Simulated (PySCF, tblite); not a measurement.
# C₄H₉F₃Si: geometry, infrared bands and NMR shifts

What infrared bands and NMR shifts should C₄H₉F₃Si (`FC(F)(F)CCC[SiH3]`) show?

The runs use tblite 0.8.0 and PySCF 2.14.0, with density-fitted response routines of our own; the level of theory stands in each step. All values are computed, except where a source is named. Atoms are numbered from 0 throughout.

**1. The molecule as given**

17 atoms, charge 0, multiplicity 1; geometry from: force field or distance geometry start.

Bonds of the start (Å): F0–C1 1.34, C1–F2 1.34, C1–F3 1.35, C1–C4 1.52, C4–C5 1.54, C5–C6 1.53, C6–Si7 1.87, C4–H8 1.10, C4–H9 1.09, C5–H10 1.10, C5–H11 1.09, C6–H12 1.10, C6–H13 1.10, Si7–H14 1.49, Si7–H15 1.48, Si7–H16 1.49.

**2. Optimising the geometry with GFN2-xTB**

Job settings and geometry (Å):

```
{"job": {"kind": "relax", "xc": "GFN2-xTB", "basis": "xTB"}, "charge": 0, "multiplicity": 1}
F      2.586100     1.557600    -0.397600
C      2.535900     0.215900    -0.427600
F      2.415900    -0.186900    -1.698300
F      3.732900    -0.231800     0.019700
C      1.414200    -0.324300     0.450300
C      0.042100     0.168300    -0.037400
C     -1.080200    -0.377200     0.843000
Si    -2.804400     0.155700     0.367500
H      1.446300    -1.421400     0.428200
H      1.575000    -0.011400     1.485100
H      0.026300     1.264500    -0.025400
H     -0.112200    -0.143500    -1.074700
H     -1.050600    -1.474800     0.844500
H     -0.903800    -0.073300     1.882200
H     -2.921400     1.638800     0.427500
H     -3.110000    -0.299300    -1.007100
H     -3.799100    -0.444900     1.296600
```

The run is started by

```bash
$ OMP_NUM_THREADS=1 python probes_run.py task.json out
```

The driver reads the jobs from task.json and runs them one after another.

**Question.** This job is followed by: GFN2-xTB harmonic vibrations, gas phase; GIAO PBE0/pcSseg-1 NMR shielding, non-relativistic, gas phase. Predict these results of the whole session: strongest single infrared mode (GFN2-xTB); zero-point energy (GFN2-xTB); 13C shifts against TMS (PBE0/pcSseg-1); 1H shifts against TMS (PBE0/pcSseg-1, means over atoms taken as alike); 19F shifts against CFCl3 (PBE0/pcSseg-1, means over atoms taken as alike); 29Si shifts against TMS (PBE0/pcSseg-1).

The runs gave:

```
                                                                 quantity                        value
                                strongest single infrared mode (GFN2-xTB)         791 cm⁻¹, 434 km/mol
                                             zero-point energy (GFN2-xTB)                75.6 kcal/mol
                                   13C shifts against TMS (PBE0/pcSseg-1)  135.7, 43.4, 23.9, 11.4 ppm
   1H shifts against TMS (PBE0/pcSseg-1, means over atoms taken as alike)   3.89, 2.07, 1.65, 0.64 ppm
19F shifts against CFCl3 (PBE0/pcSseg-1, means over atoms taken as alike)                    -85.9 ppm
                                  29Si shifts against TMS (PBE0/pcSseg-1)                    -70.0 ppm
```

In words: Relaxing lowered the energy by 0.063 eV in 35 steps; the close pair that moved most is C6–Si7, from 1.866 to 1.906 Å. All 45 modes are real, so the xTB geometry is a minimum. The strongest single mode, at 791 cm⁻¹, is spread over several atoms, H16, H15, H14, Si7 among them. Unscaled tight-binding wavenumbers are off by several per cent, some by more. Its intensities can rank the bands wrongly. At PBE0/pcSseg-1: Shielding is most anisotropic at F0, F2, F3 (span 178 ppm, paramagnetic term -216 ppm).
